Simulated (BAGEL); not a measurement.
# CSeS (carbon sulfide selenide): a chain of runs

We compute energy and forces (B3LYP/STO-3G), then energy and gradient (B3LYP/3-21G), then energy and gradient (B3LYP/6-31G), then energy and forces (B3LYP/6-31G*), then energy and forces (B3LYP/6-31G**), then energy and forces (B3LYP/6-311G**) of CSeS (carbon sulfide selenide). 

The calculation is run with BAGEL 1.2.2.

5 further runs of the same task are left out: 2 that didn't finish, 3 set aside as unsound or not needed.

## Step 1: The molecule

CSeS has 3 atoms, charge 0, and is taken as a singlet. SMILES: `S=C=[Se]`. Geometry: relaxed at PBE0-D4/def2-TZVP.

Bond lengths: S1–C2 1.545 Å, C2–Se3 1.692 Å. Angles: S1–C2–Se3 180.0°.

## Step 2: Energy and gradient at B3LYP/STO-3G (density fitting with qzvpp-jkfit, property dipole) (run 1)

calc.json

```json
{ "bagel": [

{
  "title": "molecule",
  "basis": "sto-3g",
  "df_basis": "qzvpp-jkfit",
  "angstrom": true,
  "geometry": [
    { "atom": "S", "xyz": [    1.140390,   -0.992250,    0.505660 ] },
    { "atom": "C", "xyz": [    0.035180,   -0.030610,    0.015600 ] },
    { "atom": "Se", "xyz": [   -1.175570,    1.022860,   -0.521270 ] }
  ]
},
{
  "title": "force",
  "method": [
    {
      "title": "ks",
      "xc_func": "b3lyp"
    }
  ]
}

]}
```

Launch:

```sh
$ BAGEL_NUM_THREADS=1 BAGEL calc.json > calc.out
```

Standard output:

```text
* using 1 threads per process

  ===============================================================
  ===============================================================

  *** Geometry ***

  { "atom" : "S", "xyz" : [      2.155025,     -1.875081,      0.955559 ] },
  { "atom" : "C", "xyz" : [      0.066481,     -0.057845,      0.029480 ] },
  { "atom" : "Se", "xyz" : [     -2.221505,      1.932925,     -0.985058 ] },

  Number of auxiliary basis functions:      469

  Since a DF basis is specified, we compute 2- and 3-index integrals:
    o Being stored without compression. Storage requirement is 0.004 GB

  Number of basis functions:       32
  Number of electrons      :       56

    * METHOD: MOLECULE                             0.15

  The gradients will be computed analytically.

  *** Kohn-Sham DFT ***

    * Removing 3590 points whose weight is below 1.00e-10
    * Grid points: 41128

  === Nuclear Repulsion ===
   185.6033464932

       - DIIS with orbital gradients will be used.

  === KS iteration (b3lyp / sto-3g) ===
      0      -2796.36158246          0.13143399           0.09
      1      -2803.66243486          0.04465239           0.08
      2      -2798.02214530          0.08038894           0.08
      3      -2806.24591861          0.01187136           0.08
      4      -2806.05698551          0.02356250           0.08
      5      -2806.06275862          0.02559470           0.08
      6      -2806.28225169          0.00417089           0.08
      7      -2806.28636622          0.00071794           0.08
      8      -2806.28659868          0.00019559           0.08
      9      -2806.28661277          0.00001234           0.08
     10      -2806.28661283          0.00000048           0.08
     11      -2806.28661283          0.00000004           0.08
     12      -2806.28661283          0.00000000           0.08
    * SCF iteration converged.

    * Permanent dipole moment:
           (   -0.341212,     0.296890,    -0.151300) a.u.

  * Nuclear energy gradient

    o Atom   0
        x         -0.0116628265
        y          0.0101487946
        z         -0.0051697742
    o Atom   1
        x          0.0303156827
        y         -0.0263784291
        z          0.0134451972
    o Atom   2
        x         -0.0186910966
        y          0.0162614882
        z         -0.0082878228
  * Gradient computed with                              1.15

    * METHOD: FORCE                                2.25

  ===============================================================
```

Wall time 2.5 s (1 thread of Arm Neoverse V1, shared host); peak memory 0.3 GiB.

## Step 3: Energy and forces at B3LYP/3-21G (density fitting with tzvpp-jkfit, property dipole) (run 2)

dft.json

```json
{ "bagel" : [

{
  "title" : "molecule",
  "basis" : "3-21g",
  "df_basis" : "tzvpp-jkfit",
  "angstrom" : true,
  "geometry" : [
    { "atom" : "S", "xyz" : [       1.140390,      -0.992250,       0.505660 ] },
    { "atom" : "C", "xyz" : [       0.035180,      -0.030610,       0.015600 ] },
    { "atom" : "Se", "xyz" : [      -1.175570,       1.022860,      -0.521270 ] }
  ]
},

{
  "title" : "force",
  "method" : [
    {
      "title" : "ks",
      "xc_func" : "b3lyp",
      "charge" : 0
    }
  ]
}

]}
```

Launch:

```sh
$ BAGEL_NUM_THREADS=1 BAGEL dft.json > dft.out
```

Standard output:

```text
* using 1 threads per process

  ===============================================================
  ===============================================================

  *** Geometry ***

  { "atom" : "S", "xyz" : [      2.155025,     -1.875081,      0.955559 ] },
  { "atom" : "C", "xyz" : [      0.066481,     -0.057845,      0.029480 ] },
  { "atom" : "Se", "xyz" : [     -2.221505,      1.932925,     -0.985058 ] },

  Number of auxiliary basis functions:      469

  Since a DF basis is specified, we compute 2- and 3-index integrals:
    o Being stored without compression. Storage requirement is 0.007 GB

  Number of basis functions:       44
  Number of electrons      :       56

    * METHOD: MOLECULE                             0.15

  The gradients will be computed analytically.

  *** Kohn-Sham DFT ***

    * Removing 3590 points whose weight is below 1.00e-10
    * Grid points: 41128

  === Nuclear Repulsion ===
   185.6033464932

       - DIIS with orbital gradients will be used.

  === KS iteration (b3lyp / 3-21g) ===
      0      -2807.84895939          0.18262813           0.11
      1      -2794.65835841          0.23983025           0.10
      2      -2808.01260314          0.10631017           0.09
      3      -2802.94587933          0.11158076           0.09
      4      -2823.45458484          0.05183299           0.09
      5      -2823.41005811          0.05512799           0.09
      6      -2823.22067894          0.06026033           0.09
      7      -2824.06461628          0.03661812           0.09
      8      -2824.01082508          0.03126976           0.09
      9      -2824.31369706          0.00536440           0.09
     10      -2824.32039380          0.00107030           0.09
     11      -2824.32083511          0.00018290           0.09
     12      -2824.32084148          0.00000661           0.09
     13      -2824.32084149          0.00000194           0.09
     14      -2824.32084149          0.00000008           0.09
     15      -2824.32084149          0.00000002           0.09
     16      -2824.32084149          0.00000000           0.09
    * SCF iteration converged.

    * Permanent dipole moment:
           (    0.151284,    -0.131633,     0.067085) a.u.

  * Nuclear energy gradient

    o Atom   0
        x         -0.0355222908
        y          0.0309086538
        z         -0.0157593751
    o Atom   1
        x          0.0193793649
        y         -0.0168633205
        z          0.0085942837
    o Atom   2
        x          0.0161559995
        y         -0.0140564956
        z          0.0071287467
  * Gradient computed with                              1.19

    * METHOD: FORCE                                2.90

  ===============================================================
```

It took 3.3 s on 1 thread of Arm Neoverse V1, shared host; peak memory 0.35 GiB.

## Step 4: Energy and forces at B3LYP/6-31G (density fitting with qzvpp-jkfit, property dipole) (run 3)

dft.json: that of step 3 with these lines changed.

```diff
@@ -4,5 +4,5 @@
   "title" : "molecule",
-  "basis" : "3-21g",
-  "df_basis" : "tzvpp-jkfit",
-  "angstrom" : true,
+  "basis" : "6-31g.json",
+  "df_basis" : "qzvpp-jkfit",
+  "angstrom" : "true",
   "geometry" : [
@@ -19,4 +19,3 @@
       "title" : "ks",
-      "xc_func" : "b3lyp",
-      "charge" : 0
+      "xc_func" : "b3lyp"
     }
```

The basis set 6-31G is read from a file made from the Basis Set Exchange's data (not shown).

Launch:

```sh
$ BAGEL_NUM_THREADS=1 BAGEL dft.json > dft.out
```

Standard output:

```text
* using 1 threads per process

  ===============================================================
  ===============================================================

  *** Geometry ***

  { "atom" : "S", "xyz" : [      2.155025,     -1.875081,      0.955559 ] },
  { "atom" : "C", "xyz" : [      0.066481,     -0.057845,      0.029480 ] },
  { "atom" : "Se", "xyz" : [     -2.221505,      1.932925,     -0.985058 ] },

  Number of auxiliary basis functions:      469

  Since a DF basis is specified, we compute 2- and 3-index integrals:
    o Being stored without compression. Storage requirement is 0.009 GB

  Number of basis functions:       49
  Number of electrons      :       56

    * METHOD: MOLECULE                             0.19

  The gradients will be computed analytically.

  *** Kohn-Sham DFT ***

    * Removing 3590 points whose weight is below 1.00e-10
    * Grid points: 41128

  === Nuclear Repulsion ===
   185.6033464932

       - DIIS with orbital gradients will be used.

  === KS iteration (b3lyp / 6-31g.json) ===
      0      -2743.54162375          0.13058994           0.12
      1      -2502.81666783          0.23733276           0.11
      2      -2639.09790185          0.13860305           0.10
      3      -2751.58534064          0.54419034           0.10
      4      -2762.53557253          0.45683022           0.10
      5      -2823.43127558          0.08128913           0.10
      6      -2836.14466661          0.07676579           0.10
      7      -2835.77835167          0.07643836           0.10
      8      -2831.66925471          0.08373773           0.10
      9      -2836.03906581          0.04956831           0.10
     10      -2836.52107110          0.04854403           0.10
     11      -2837.10973418          0.03415115           0.10
     12      -2837.24985325          0.02849462           0.10
     13      -2837.45672450          0.00274877           0.10
     14      -2837.45976653          0.00031837           0.10
     15      -2837.45981987          0.00009993           0.10
     16      -2837.45982144          0.00002336           0.10
     17      -2837.45982170          0.00000625           0.10
     18      -2837.45982172          0.00000165           0.10
     19      -2837.45982172          0.00000030           0.10
     20      -2837.45982172          0.00000001           0.10
     21      -2837.45982172          0.00000000           0.10
    * SCF iteration converged.

    * Permanent dipole moment:
           (    0.052350,    -0.045551,     0.023215) a.u.

  * Nuclear energy gradient

    o Atom   0
        x         -0.0398694519
        y          0.0346937385
        z         -0.0176802869
    o Atom   1
        x          0.0221600523
        y         -0.0192809437
        z          0.0098266989
    o Atom   2
        x          0.0176795297
        y         -0.0153994801
        z          0.0078737700
  * Gradient computed with                              2.44

    * METHOD: FORCE                                4.81

  ===============================================================
```

Run time: 5.4 s. Hardware: 1 thread of Arm Neoverse V1, shared host; peak memory 0.38 GiB.

Runs 4 to 5 aren't shown in full; the table further down has their settings and results.

## Step 5: Energy and gradient at B3LYP/6-311G(d,p) (density fitting with qzvpp-jkfit, property dipole) (run 6)

dft.json

```json
{ "bagel" : [

{
  "title" : "molecule",
  "basis" : "6-311gss.json",
  "df_basis" : "qzvpp-jkfit",
  "angstrom" : "true",
  "geometry" : [
    { "atom" : "S", "xyz" : [    1.140390,   -0.992250,    0.505660 ] },
    { "atom" : "C", "xyz" : [    0.035180,   -0.030610,    0.015600 ] },
    { "atom" : "Se", "xyz" : [   -1.175570,    1.022860,   -0.521270 ] }
  ]
},
{
  "title" : "force",
  "method" : [
    {
      "title" : "ks",
      "xc_func" : "b3lyp"
    }
  ]
}

]}
```

The basis set 6-311G** is read from a file made from the Basis Set Exchange's data (not shown).

Launch:

```sh
$ BAGEL_NUM_THREADS=1 BAGEL dft.json > dft.out
```

Standard output:

```text
* using 1 threads per process

  ===============================================================
  ===============================================================

  *** Geometry ***

  { "atom" : "S", "xyz" : [      2.155025,     -1.875081,      0.955559 ] },
  { "atom" : "C", "xyz" : [      0.066481,     -0.057845,      0.029480 ] },
  { "atom" : "Se", "xyz" : [     -2.221505,      1.932925,     -0.985058 ] },

  Number of auxiliary basis functions:      469

  Since a DF basis is specified, we compute 2- and 3-index integrals:
    o Being stored without compression. Storage requirement is 0.029 GB

  Number of basis functions:       88
  Number of electrons      :       56

    * METHOD: MOLECULE                             0.21

  The gradients will be computed analytically.

  *** Kohn-Sham DFT ***

    * Removing 3590 points whose weight is below 1.00e-10
    * Grid points: 41128

  === Nuclear Repulsion ===
   185.6033464932

       - DIIS with orbital gradients will be used.

  === KS iteration (b3lyp / 6-311gss.json) ===
      0      -2645.19697478          0.80789820           0.21
      1      -2422.70738507          0.42083316           0.17
      2      -2439.38474064          0.19128543           0.15
      3      -2382.32758083          0.32336864           0.15
      4      -2476.97449476          0.33169537           0.15
      5      -2479.40981784          0.33730489           0.16
      6      -2478.90494428          0.33573279           0.16
      7      -2479.86434705          0.33845000           0.15
      8      -2441.26961427          0.19279531           0.15
      9      -2473.36921067          0.33972137           0.15
     10      -2477.85842160          0.33583374           0.15
     11      -2477.37424726          0.34082791           0.16
     12      -2472.68799638          0.34236835           0.15
     13      -2473.52405270          0.34105115           0.15
     14      -2444.44333910          0.19021697           0.15
     15      -2473.57861959          0.33936185           0.15
[... 43 lines of this table left out ...]
     59      -2837.87532896          0.00007090           0.15
     60      -2837.87533117          0.00000415           0.15
     61      -2837.87533118          0.00000236           0.15
     62      -2837.87533118          0.00000134           0.15
     63      -2837.87533118          0.00000029           0.15
     64      -2837.87533118          0.00000007           0.15
     65      -2837.87533118          0.00000002           0.15
     66      -2837.87533118          0.00000000           0.15
    * SCF iteration converged.

    * Permanent dipole moment:
           (    0.018765,    -0.016330,     0.008324) a.u.

  * Nuclear energy gradient

    o Atom   0
        x         -0.0104617447
        y          0.0091061683
        z         -0.0046356128
    o Atom   1
        x          0.0038363196
        y         -0.0033381361
        z          0.0017013808
    o Atom   2
        x          0.0066091012
        y         -0.0057504769
        z          0.0029416550
  * Gradient computed with                              2.56

    * METHOD: FORCE                               12.97

  ===============================================================
```

Run time: 14 s. Hardware: 1 thread of Arm Neoverse V1, shared host; peak memory 0.54 GiB.

## Step 6: All runs side by side

```tsv
run	level	integral approximation	energy (Eh)	dipole moment (D)	largest force (eV/Å)	wall time
1	B3LYP/STO-3G (density fitting with qzvpp-jkfit, property dipole)	qzvpp-jkfit	-2806.286613	1.21	2.179	2.5 s
2	B3LYP/3-21G (density fitting with tzvpp-jkfit, property dipole)	tzvpp-jkfit	-2824.320841	0.54	2.553	3.3 s
3	B3LYP/6-31G (density fitting with qzvpp-jkfit, property dipole)	qzvpp-jkfit	-2837.459822	0.19	2.866	5.4 s
4	B3LYP/6-31G* (density fitting with qzvpp-jkfit, spherical functions, property dipole)	qzvpp-jkfit	-2837.574466	0.04	0.851	7.5 s
5	B3LYP/6-31G** (density fitting with qzvpp-jkfit, spherical functions, property dipole)	qzvpp-jkfit	-2837.574466	0.04	0.851	7.2 s
6	B3LYP/6-311G** (density fitting with qzvpp-jkfit, property dipole)	qzvpp-jkfit	-2837.875331	0.07	0.752	14 s
```

## Step 7: Results

```
                                       quantity           value
            run 6, B3LYP/6-311G**: total energy  -2837.87533 Eh
           run 6, B3LYP/6-311G**: dipole moment          0.07 D
run 6, B3LYP/6-311G**: largest force on an atom      0.752 eV/Å
```

What this shows: The dipole moment (its size) runs from 0.04 D (B3LYP/6-31G*) to 1.21 D (B3LYP/STO-3G). The two dipoles point in opposite directions. In run 1 the basis is minimal, so the values are rough. All runs together took 40 s, the longest 14 s.
